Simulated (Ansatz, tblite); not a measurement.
**The cluster ZnAg₆−: rung by rung**

Aim: run the doublet of the cluster ZnAg₆− at one geometry on many levels, and compare frontier levels, spin and run time.

Computed with Ansatz 0.2.0, Gaussian basis. Level: as each input shows.

Plan: GFN2-xTB, PBE-D4/def2-SVP, r2SCAN-D4/def2-SVP, r2SCANh-D4/def2-SVP, LC-ωPBE/def2-SVP, MP2/def2-TZVPD, RPA/def2-TZVPD.

8 further runs of the same task are left out: 7 that didn't finish, 1 set aside as unsound or not needed. Runs told in other sessions of the task aren't counted.

## 1. The relaxed structure

The doublet was relaxed beforehand with PBE-D4/def2-SVPD. At that level it is the lowest of the isomers that a small search found.

7 atoms, charge -1, spin multiplicity 2.

Bond lengths: Zn1–Ag2 2.621 Å, Zn1–Ag3 2.667 Å, Zn1–Ag4 2.667 Å, Zn1–Ag6 2.619 Å, Zn1–Ag7 2.688 Å, Ag2–Ag3 2.841 Å, Ag2–Ag5 2.804 Å, Ag2–Ag6 2.853 Å, Ag3–Ag4 2.928 Å, Ag3–Ag5 2.774 Å, Ag3–Ag7 2.838 Å, Ag4–Ag5 2.774 Å, Ag4–Ag6 2.842 Å, Ag4–Ag7 2.839 Å, Ag5–Ag6 2.806 Å. Angles: Ag2–Zn1–Ag3 65.0°, Ag2–Zn1–Ag4 100.1°, Ag2–Zn1–Ag6 66.0°, Ag2–Zn1–Ag7 128.7°, Ag3–Zn1–Ag4 66.6°, Ag3–Zn1–Ag6 100.1°, Ag3–Zn1–Ag7 64.0°, Ag4–Zn1–Ag6 65.0°, Ag4–Zn1–Ag7 64.0°, Ag6–Zn1–Ag7 128.7°, Zn1–Ag2–Ag3 58.3°, Zn1–Ag2–Ag5 83.5°, Zn1–Ag2–Ag6 57.0°, Ag3–Ag2–Ag5 58.9°, Ag3–Ag2–Ag6 90.8°, Ag5–Ag2–Ag6 59.5°, Zn1–Ag3–Ag2 56.7°, Zn1–Ag3–Ag4 56.7° and more.

Ag takes a core potential in the def2 sets. No spin-orbit coupling is included. The ion is computed in the gas phase, without counter-ions or solvent.

PBE0-D4/def2-SVP was run before; its log isn't repeated, and its numbers join the tables.

## 2. GFN2-xTB

Tight binding, by tblite at 300 K electronic temperature and without a spin-polarisation term:

```python
tblite.interface.Calculator('GFN2-xTB', numbers, positions, charge=-1, uhf=1).singlepoint()
```

Energy -661.9206 eV; 0.14 s.

## 3. PBE-D4/def2-SVP

start.molden holds the orbitals of an earlier run on this state, given as this run's starting guess.

Contents of in.yaml:

```yaml
crystal:
  periodic: [false, false, false]
  atoms:
    - {symbol: Zn, position_ang: [1.885917, -0.532252, 1.521594]}
    - {symbol: Ag, position_ang: [1.642212, -1.685581, -0.818850]}
    - {symbol: Ag, position_ang: [-0.176121, 0.313467, 0.057362]}
    - {symbol: Ag, position_ang: [-0.485540, -1.130406, 2.585695]}
    - {symbol: Ag, position_ang: [-0.906544, -2.361391, 0.136184]}
    - {symbol: Ag, position_ang: [1.343233, -3.091727, 1.644930]}
    - {symbol: Ag, position_ang: [0.492842, 1.533589, 2.530885]}
basis:
  gaussian: {orbitals: def2-SVP, initial_orbitals: start.molden}
total_charge: -1
magnetization: {spin_polarized: true, initial_magnetization: 1}
hamiltonian: {xc: pbe, dispersion: d4}
scf: {omitted_lower_state_checks: [starts]}
output: {forces: true, orbitals: {seedname: orbitals}}
```

Started as:

```bash
$ ansatz run in.yaml --threads 4 --pin off --events-out ev --progress --plain --max-ram 4787MiB
```

Further steps of the session: r2SCAN-D4/def2-SVP; r2SCANh-D4/def2-SVP; LC-ωPBE/def2-SVP; MP2/def2-TZVPD; RPA/def2-TZVPD.

Before running them: what should the planned runs give, taken together? Wanted: gap in def2-SVP, named functionals, smallest and largest; correlation energy, MP2/def2-TZVPD; ⟨S²⟩ in def2-SVP, named functionals, smallest and largest.

As calculated:

| quantity | value |
| --- | --- |
| gap in def2-SVP, named functionals, smallest and largest | 0.39 eV (PBE-D4), 4.62 eV (LC-ωPBE) |
| correlation energy, MP2/def2-TZVPD | -94.96 eV |
| ⟨S²⟩ in def2-SVP, named functionals, smallest and largest | 0.754, 0.817 |

What this shows: Orbital gaps of the named functionals in def2-SVP span 0.39 eV (PBE-D4) to 4.62 eV (LC-ωPBE); exact exchange widens it. Over the named functionals in def2-SVP spin contamination reaches 0.07 (LC-ωPBE), which is small. PBE-D4 puts the HOMO above zero; others here keep it below zero, so the sign hangs on the functional's self-interaction and doesn't show that the species is unbound.
